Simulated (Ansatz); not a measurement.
# C2H9BSSi: a ladder of functionals and wavefunction methods

How much do the methods differ for C2H9BSSi? The plan is to run it at one geometry with functionals of several rungs and with coupled cluster, and see how far each lands from CCSD(T) at the basis-set limit for the atomisation energy.

Computed with Ansatz 0.2.0, Gaussian basis. Level: functionals in def2-TZVPP, the program's frozen cores in correlated methods.

Levels to be run: PBE-D4, r2SCAN-D4, PBE0-D4, B3LYP-D4, ωB97X-V, ωB97M-V, B2PLYP; CCSD(T)/def2-TZVPP; MP2/def2-QZVPP; extrapolation to the limit.

## (1) Structure used throughout

An earlier PBE0-D4 in a triple-zeta def2 set relaxation fixed the geometry.

SMILES `CBS[SiH2]C`, 14 atoms, charge 0, spin multiplicity 1.

Atoms are counted from 1 here; the program's logs count them from 0.

Bond lengths: C1–B2 1.557 Å, C1–H6 1.091 Å, C1–H7 1.097 Å, C1–H8 1.096 Å, B2–S3 1.790 Å, B2–H9 1.200 Å, S3–Si4 2.155 Å, Si4–C5 1.863 Å, Si4–H10 1.485 Å, Si4–H11 1.486 Å, C5–H12 1.092 Å, C5–H13 1.093 Å, C5–H14 1.092 Å. Angles: B2–C1–H6 115.0°, B2–C1–H7 109.4°, B2–C1–H8 109.6°, H6–C1–H7 108.6°, H6–C1–H8 108.7°, H7–C1–H8 105.2°, C1–B2–S3 120.8°, C1–B2–H9 120.5°, S3–B2–H9 118.7°, B2–S3–Si4 99.8°, S3–Si4–C5 111.3°, S3–Si4–H10 108.9°, S3–Si4–H11 105.5°, C5–Si4–H10 111.0°, C5–Si4–H11 110.9°, H10–Si4–H11 109.0°, Si4–C5–H12 110.5°, Si4–C5–H13 110.4° and more.

As a file:

```xyz
14
C2H9BSSi
C    -1.41681    1.24070    2.13336
B    -0.53061    0.41381    1.15542
S     0.86859    1.16466    0.32888
Si    1.55534   -0.51798   -0.82987
C     0.34707   -0.94916   -2.18085
H    -1.12310    2.28494    2.24953
H    -1.41119    0.76389    3.12096
H    -2.46178    1.20413    1.80325
H    -0.77126   -0.74298    0.94569
H     1.77141   -1.67217    0.07943
H     2.86211   -0.10061   -1.40223
H    -0.61867   -1.23001   -1.75547
H     0.72070   -1.79015   -2.77126
H     0.19542   -0.09826   -2.84816
```

## (2) PBE-D4 (GGA)

File in.yaml:

```yaml
crystal:
  periodic: [false, false, false]
  atoms:
    - {symbol: C, position_ang: [-1.416813, 1.240699, 2.133364]}
    - {symbol: B, position_ang: [-0.530611, 0.413813, 1.155425]}
    - {symbol: S, position_ang: [0.868586, 1.164658, 0.328885]}
    - {symbol: Si, position_ang: [1.555337, -0.517984, -0.829871]}
    - {symbol: C, position_ang: [0.347068, -0.949163, -2.180849]}
    - {symbol: H, position_ang: [-1.123104, 2.284938, 2.249532]}
    - {symbol: H, position_ang: [-1.411192, 0.763887, 3.120958]}
    - {symbol: H, position_ang: [-2.461782, 1.204134, 1.803247]}
    - {symbol: H, position_ang: [-0.771257, -0.742982, 0.945689]}
    - {symbol: H, position_ang: [1.771407, -1.672166, 0.079428]}
    - {symbol: H, position_ang: [2.862113, -0.100615, -1.402228]}
    - {symbol: H, position_ang: [-0.618671, -1.230009, -1.755465]}
    - {symbol: H, position_ang: [0.720700, -1.790149, -2.771257]}
    - {symbol: H, position_ang: [0.195418, -0.098259, -2.848158]}
basis:
  gaussian: {orbitals: def2-TZVPP}
hamiltonian: {xc: pbe, dispersion: d4}
output: {forces: true, orbitals: {seedname: orbitals}}
```

On the command line:

```bash
ansatz run in.yaml --threads 4 --pin off --events-out ev --progress --plain --max-ram 10444MiB
```

The runs that follow: r2SCAN-D4 (meta-GGA); PBE0-D4 (hybrid); B3LYP-D4 (hybrid); ωB97X-V (range-separated); ωB97M-V (range-separated); B2PLYP (double hybrid); CCSD(T) in def2-TZVPP; MP2 in def2-QZVPP.

**Question.** What will the summary of the whole plan be? Wanted: atomisation energy, CCSD(T)/CBS; farthest; mean size of error, hybrid; mean size of error, range-separated; gap, smallest and largest; T1 diagnostic; triples share of the correlation energy.

**Answer**, as computed:

| quantity | value |
| --- | --- |
| atomisation energy, CCSD(T)/CBS | 1209.7 kcal/mol |
| functionals within 6.0 kcal/mol (0.5 %) | PBE0-D4, B3LYP-D4 |
| farthest | PBE-D4 (+13.3 kcal/mol) |
| mean size of error, hybrid | 4.0 kcal/mol |
| mean size of error, range-separated | 7.0 kcal/mol |
| gap, smallest and largest | 4.80 eV (PBE-D4), 11.30 eV (ωB97X-V) |
| T1 diagnostic | 0.0122 |
| triples share of the correlation energy | 4.0 % |

In words: PBE-D4 misses by +13.3 kcal/mol. Double hybrids carry the basis error of their MP2 part in triple zeta, and no dispersion term here, so their miss is partly the set-up's. The reference freezes the cores and leaves out relativity and excitations past (T), so misses under about 6.0 kcal/mol can't be ranked. Hartree-Fock recovers 77 % of the binding; the rest is correlation. The gap grows from 4.8 to 11.3 eV across the functionals, mostly with the share of exact exchange.
